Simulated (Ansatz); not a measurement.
Crystal: CoCl2O2.

```
CELL_PARAMETERS angstrom
3.58087 -3.92695 0.00000
3.58087 3.92695 0.00000
-0.42040 0.00000 3.45761
ATOMIC_POSITIONS crystal
Co 0.00000 0.00000 0.00000
Cl 0.76552 0.76552 0.42794
Cl 0.23448 0.23448 0.57206
O 0.79184 0.20816 0.00000
O 0.20816 0.79184 0.00000
```

The cell comes from a database or a generator and needn't be the stable form of this composition.

Base run:

- Program: Ansatz 0.2.0
- Functional: PBE
- Potentials or basis: Ansatz PAW
- Cutoff: 420 eV (not typed: the program's choice for these potentials)
- k mesh: 5 × 5 × 8
- Occupations: fermi-dirac, width 0.05 eV
- Spin: collinear spin, random start
- Starting moments: [-0.84, 0.0, 0.0, 0.0, 0.0] μB

Its results: band gap on the k mesh none (metal or under the smearing width); pressure -1.4 GPa; largest force 0.572 eV/Å.

Problem. The run is repeated on the same cell with these changes: spin from collinear spin, random start to no spin polarisation. What comes out?

Solution. Band gap on the k mesh none (metal or under the smearing width); pressure -1.8 GPa; largest force 0.564 eV/Å.

Caveats: semilocal functionals often make such compounds metallic where correlation or magnetic order opens a gap, which also shifts bond lengths; a cell with one magnetic atom can't hold antiferromagnetic order, which such compounds often take (some runs); an odd number of electrons without spin polarisation forces a metal (some runs); a magnetic or distorted state may lie lower (some runs).
